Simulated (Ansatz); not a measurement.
# ClH₃S₃Sn: trial inputs and their diagnosis

Aim: try 4 inputs for ClH₃S₃Sn as typed, read how each ends, and find what has to change.

Method: the settings change from run to run; program: Ansatz 0.2.0, Gaussian basis.

## 1. The relaxed structure

The geometry comes from an earlier relaxation with PBE0-D4 in a triple-zeta def2 set; it is a stationary point, not always the lowest conformer. Sn takes a core potential in def2 sets; no spin-orbit term is included.

8 atoms, charge 0, spin multiplicity 1.

Atoms are counted from 1 here; the program's logs count them from 0.

Bond lengths: S1–Sn2 2.380 Å, S1–H6 1.345 Å, Sn2–S3 2.380 Å, Sn2–S4 2.385 Å, Sn2–Cl5 2.323 Å, S3–H7 1.345 Å, S4–H8 1.345 Å. Angles: Sn2–S1–H6 92.0°, S1–Sn2–S3 105.6°, S1–Sn2–S4 114.8°, S1–Sn2–Cl5 109.7°, S3–Sn2–S4 112.8°, S3–Sn2–Cl5 111.8°, S4–Sn2–Cl5 102.2°, Sn2–S3–H7 91.7°, Sn2–S4–H8 92.1°.

## 2. Attempt 1

in.yaml

```yaml
crystal:
  periodic: [false, false, false]
  atoms:
    - {symbol: S, position_ang: [-1.335090, 1.551816, 1.197999]}
    - {symbol: Sn, position_ang: [0.191901, 0.281983, -0.113745]}
    - {symbol: S, position_ang: [1.969832, -0.301454, 1.357025]}
    - {symbol: S, position_ang: [-0.761596, -1.610146, -1.208736]}
    - {symbol: Cl, position_ang: [0.939047, 1.559332, -1.904321]}
    - {symbol: H, position_ang: [-2.068899, 1.873860, 0.118066]}
    - {symbol: H, position_ang: [2.369355, -1.295735, 0.544641]}
    - {symbol: H, position_ang: [-1.212351, -2.116655, -0.046829]}
basis:
  gaussian: {orbitals: def2-TZVPP, fitting: {mean_field: cc-pVTZ-jkfit}}
hamiltonian: {xc: {name: LC-wPBE}}
output: {forces: true}
```

Started as:

```sh
$ ansatz run in.yaml --threads 4 --pin off --events-out ev --progress --plain --max-ram 10444MiB
```

Standard output:

```text
Functional definition: LC-wPBE
  name "LC-wPBE"
  cite "Vydrov & Scuseria, J. Chem. Phys. 125, 234109 (2006) doi:10.1063/1.2409292"
  cite "Heyd & Scuseria, J. Chem. Phys. 120, 7274 (2004) doi:10.1063/1.1668634"
  cite "Ernzerhof & Perdew, J. Chem. Phys. 109, 3313 (1998) doi:10.1063/1.476928"
  cite "Perdew, Burke & Ernzerhof, Phys. Rev. Lett. 77, 3865 (1996) doi:10.1103/PhysRevLett.77.3865"
  parent pbe
  parameter omega = 0.4/bohr
  exchange = pbe_x_sr(omega) + exact_x_lr(omega)
  correlation = pbe_c
Error: <dir> the basis set cc-pVTZ-JKFIT has no functions for Sn
```

It took 0.25 s on 4 threads of Intel Xeon at 2.50GHz, shared host.

What is wrong: The program refused the input. The fitting set named has no entry for an element of this molecule. Cure: leave the fitting key out, or name a set that covers all elements and suits the basis.

## 3. Attempt 2

in.yaml

```yaml
crystal:
  periodic: [false, false, false]
  atoms:
    - {symbol: S, position_ang: [-1.335090, 1.551816, 1.197999]}
    - {symbol: Sn, position_ang: [0.191901, 0.281983, -0.113745]}
    - {symbol: S, position_ang: [1.969832, -0.301454, 1.357025]}
    - {symbol: S, position_ang: [-0.761596, -1.610146, -1.208736]}
    - {symbol: Cl, position_ang: [0.939047, 1.559332, -1.904321]}
    - {symbol: H, position_ang: [-2.068899, 1.873860, 0.118066]}
    - {symbol: H, position_ang: [2.369355, -1.295735, 0.544641]}
    - {symbol: H, position_ang: [-1.212351, -2.116655, -0.046829]}
basis:
  gaussian: {orbitals: def2-mTZVP}
hamiltonian: {xc: {name: PBE1PBE}}
output: {forces: true}
```

Same command.

Standard output:

```text
Error: YAML parse error: error: line 14 column 19: hamiltonian.xc: no functional is named "PBE1PBE"; the names, which are not case-sensitive, are SVWN5, SPW92, PBE, PBE0, PBEsol, revPBE, revPBE0, RPBE, rPW86-PBE, HSE06, wPBEh, LC-wPBE, HISS, HF, BLYP, B3LYP, B3LYP5, BHLYP, CAM-B3LYP, r2SCAN, r2SCANh, r2SCAN0, r2SCAN50, m-r2SCAN, B97, wB97, wB97X, wB97X-V, B97M-V, wB97M-V, B2PLYP, B2GP-PLYP, PBE0-DH, PBE-QIDH
  --> <input>:14:19
   |
12 | basis:
13 |   gaussian: {orbitals: def2-mTZVP}
14 | hamiltonian: {xc: {name: PBE1PBE}}
   |                   ^ hamiltonian.xc: no functional is named "PBE1PBE"; the names, which are not case-sensitive, are SVWN5, SPW92, PBE, PBE0, PBEsol, revPBE, revPBE0, RPBE, rPW86-PBE, HSE06, wPBEh, LC-wPBE, HISS, HF, BLYP, B3LYP, B3LYP5, BHLYP, CAM-B3LYP, r2SCAN, r2SCANh, r2SCAN0, r2SCAN50, m-r2SCAN, B97, wB97, wB97X, wB97X-V, B97M-V, wB97M-V, B2PLYP, B2GP-PLYP, PBE0-DH, PBE-QIDH
15 | output: {forces: true}
   |
```

Run time: 0.05 s. Hardware: 4 threads of Intel Xeon at 2.50GHz, shared host.

Diagnosis: Refused before any calculation. The method's name isn't one that the program takes here. Fix: name a functional that the program knows.

## 4. Attempt 3

in.yaml

```yaml
crystal:
  periodic: [false, false, false]
  atoms:
    - {symbol: S, position_ang: [-1.335090, 1.551816, 1.197999]}
    - {symbol: Sn, position_ang: [0.191901, 0.281983, -0.113745]}
    - {symbol: S, position_ang: [1.969832, -0.301454, 1.357025]}
    - {symbol: S, position_ang: [-0.761596, -1.610146, -1.208736]}
    - {symbol: Cl, position_ang: [0.939047, 1.559332, -1.904321]}
    - {symbol: H, position_ang: [-2.068899, 1.873860, 0.118066]}
    - {symbol: H, position_ang: [2.369355, -1.295735, 0.544641]}
    - {symbol: H, position_ang: [-1.212351, -2.116655, -0.046829]}
basis:
  gaussian: {orbitals: def2-TZVPD, final_grid: {core_spheres: 1, valence_spheres: 1, degree: 5}}
hamiltonian: {xc: {name: PBE}}
```

Same command.

Standard output:

```text
Functional definition: PBE
  name "PBE"
  cite "Perdew, Burke & Ernzerhof, Phys. Rev. Lett. 77, 3865 (1996) doi:10.1103/PhysRevLett.77.3865"
  parent pbe
  parameter kappa = 0.804
  parameter beta = 0.06672455060314922
  exchange = pbe_x(kappa = kappa, mu = beta*pi^2/3)
  correlation = pbe_c(beta = beta)
1716 factors; their error is unknown
mean field evaluation 1: about -50892.4485 eV, gradient 3.4e1 eV
mean field evaluation 2: about -50890.2767 eV, gradient 4.8e1 eV
mean field evaluation 4: about -50895.3750 eV, gradient 2.3e0 eV
mean field evaluation 8: about -50911.3861 eV, gradient 3.7e1 eV
mean field evaluation 16: about -50914.7587 eV, gradient 1.5e-1 eV
mean field -50914.75875415 eV, -1871.0828729520 hartree, gradient 5.5e-5 eV, S^2 0.000000; 0 other end points of the search recorded, 0 dependent functions left out
reference -50914.75880709 eV, -1871.0828748976 hartree; 45, 45 occupied and 222, 222 virtual orbitals, 1716 factors
Total energy: -50914.75880709 eV, -1871.0828748976 hartree
```

Run time: 9 s. Hardware: 4 threads of Intel Xeon at 2.50GHz, shared host; peak memory 0.98 GiB.

Diagnosis: It ended without an error, which proves nothing about the input. The integration grid is far too coarse. Its energy carries the error of the grid. Cure: drop final_grid and take the default grid.

## 5. Attempt 4

in.yaml

```yaml
crystal:
  periodic: [false, false, false]
  atoms:
    - {symbol: S, position_ang: [-2.937199, 3.413995, 2.635598]}
    - {symbol: Sn, position_ang: [0.422183, 0.620362, -0.250239]}
    - {symbol: S, position_ang: [4.333630, -0.663199, 2.985456]}
    - {symbol: S, position_ang: [-1.675511, -3.542322, -2.659219]}
    - {symbol: Cl, position_ang: [2.065904, 3.430531, -4.189507]}
    - {symbol: H, position_ang: [-4.551577, 4.122492, 0.259745]}
    - {symbol: H, position_ang: [5.212581, -2.850617, 1.198209]}
    - {symbol: H, position_ang: [-2.667173, -4.656641, -0.103024]}
basis:
  gaussian: {orbitals: def2-SVP}
magnetization: {spin_polarized: true, initial_magnetization: 2}
hamiltonian: {xc: {name: B3LYP}, dispersion: d3bjatm}
output: {forces: true}
```

Same command.

Standard output:

```text
Functional definition: B3LYP
  name "B3LYP"
  cite "Stephens, Devlin, Chabalowski & Frisch, J. Phys. Chem. 98, 11623 (1994) doi:10.1021/j100096a001"
  cite "Becke, Phys. Rev. A 38, 3098 (1988) doi:10.1103/PhysRevA.38.3098"
  cite "Lee, Yang & Parr, Phys. Rev. B 37, 785 (1988) doi:10.1103/PhysRevB.37.785"
  cite "Vosko, Wilk & Nusair, Can. J. Phys. 58, 1200 (1980) doi:10.1139/p80-159"
  parameter a0 = 0.2
  parameter ax = 0.72
  parameter ac = 0.81
  exchange = (1 - a0 - ax)*slater_x + ax*b88_x + a0*exact_x
  correlation = (1 - ac)*vwn_rpa_c + ac*lyp_c
1140 factors; integrals over basis functions are off by at most 1.8e-4 eV
mean field evaluation 1: about -50862.4305 eV, gradient 3.2e1 eV
mean field evaluation 2: about -50544.3738 eV, gradient 9.1e1 eV
mean field evaluation 4: about -50771.4480 eV, gradient 5.6e1 eV
mean field evaluation 8: about -50881.0619 eV, gradient 2.6e0 eV
mean field evaluation 16: about -50881.3392 eV, gradient 1.5e-2 eV
mean field evaluation 32: about -50855.3636 eV, gradient 2.9e1 eV
mean field evaluation 64: about -50881.3400 eV, gradient 1.7e-3 eV
mean field evaluation 96: about -50879.9293 eV, gradient 5.9e0 eV
mean field evaluation 128: about -50873.0829 eV, gradient 1.7e1 eV
mean field evaluation 160: about -50881.3365 eV, gradient 1.2e-1 eV
mean field evaluation 192: about -50880.2966 eV, gradient 5.5e-1 eV
mean field evaluation 224: about -50881.0960 eV, gradient 8.5e-1 eV
mean field evaluation 256: about -50881.1849 eV, gradient 3.4e-1 eV
Error: SIGTERM received: run cancelled behind 270 evaluations of the mean field
```

Wall time 91 s (4 threads of Intel Xeon at 2.50GHz, shared host).

**Diagnosis.** Time ran out. The geometry is stretched to more than twice its size. The shortest distance is 2.96 Å (S3–H7), against 1.34 Å in the relaxed molecule. It also asks for charge 0 and multiplicity 3, another species or state than the molecule above. Cure: use the relaxed coordinates, and set charge and spin to those of the species named.

## 6. Summary

| attempt | level | ended | cause | time |
| --- | --- | --- | --- | --- |
| 1 | LC-wPBE/def2-TZVPP | refused | the fitting set named has no entry for an element of this molecule | 0.25 s |
| 2 | PBE1PBE/def2-mTZVP | refused | the method's name isn't one that the program takes here | 0.05 s |
| 3 | PBE/def2-TZVPD | converged | the integration grid is far too coarse | 9 s |
| 4 | B3LYP/def2-SVP | timeout | the geometry is stretched to more than twice its size | 91 s |

In words: 2 refused, 1 converged, 1 timeout. A refusal costs next to no computing time. The dangerous case is the input that converges on a wrong geometry, charge, spin, basis or grid: often only a look at the input shows it.
